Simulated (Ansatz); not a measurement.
# TiSi2: the cost of one run

Computed with Ansatz 0.2.0 (DFT r2SCAN, scalar-relativistic, plane waves, PAW, unless a step's input says otherwise).

3 further runs of the same task are left out: 1 that didn't finish, 2 set aside as unsound or not needed.

### Step 1. The structure to begin with

The structure is orthorhombic, space group Fddd (No. 70). Conventional cell: a = 4.781 Å, b = 8.232 Å, c = 8.516 Å, α = 90.00°, β = 90.00°, γ = 90.00°. Ti (site symmetry 222) has 10 Si at 2.55 to 2.78 Å in its first shell of neighbours. Si (site symmetry 2) has 5 Si at 2.52 to 2.79 Å and 5 Ti at 2.55 to 2.78 Å in its first shell of neighbours.

As a file:

```xyz
6
Lattice="0.0000 4.1160 4.2581 2.3903 0.0000 4.2581 2.3903 4.1160 0.0000" Properties=species:S:1:pos:R:3 pbc="T T T"
Ti    3.5855    6.1740    6.3872
Ti    2.3903    4.1160    4.2581
Si    1.1952    0.7189    2.1291
Si    1.1952    3.3971    2.1291
Si    2.3903    1.3391    4.2581
Si    2.3903    6.8929    4.2581
```

It is the result of an earlier relaxation at this level (volume 13.96 Å³/atom; gap on the mesh: none (metal)).

### Step 2. Bulk reference on the slab's mesh

Input file input.yaml:

```yaml
crystal:
  lattice:
    - [4.780685714, 0.0, 0.0]
    - [0.0, 5.9222342671, 0.0]
    - [2.390342857, 2.8606349487, 2.9594117674]
  atoms:
    - { symbol: Ti, position: [0.25, 0.5, 0.0] }
    - { symbol: Ti, position: [0.5, 0.0, 0.0] }
    - { symbol: Si, position: [0.9126699719, 0.5, 0.6746600563] }
    - { symbol: Si, position: [0.5873300281, 0.5, 0.3253399437] }
    - { symbol: Si, position: [0.8373300281, 0.0, 0.3253399437] }
    - { symbol: Si, position: [0.1626699719, 0.0, 0.6746600563] }
basis:
  ecutwfc: 500
kpoints:
  mp_grid: { grid: [7, 6, 12] }
hamiltonian:
  xc: r2scan
scf:
  occupations: { method: gaussian, width: 0.1 }
output:
  forces: true
  stress: true
  eigenvalues: true
```

Launch:

```bash
ansatz run input.yaml --threads 2 --pin off --max-ram 5120MiB --backend cpu --events-out ev --progress --plain --runs-dir out
```

What time and memory should one allow on 2 threads of Arm Neoverse V2, shared host?

About 39 s, with a peak of 0.99 GiB.
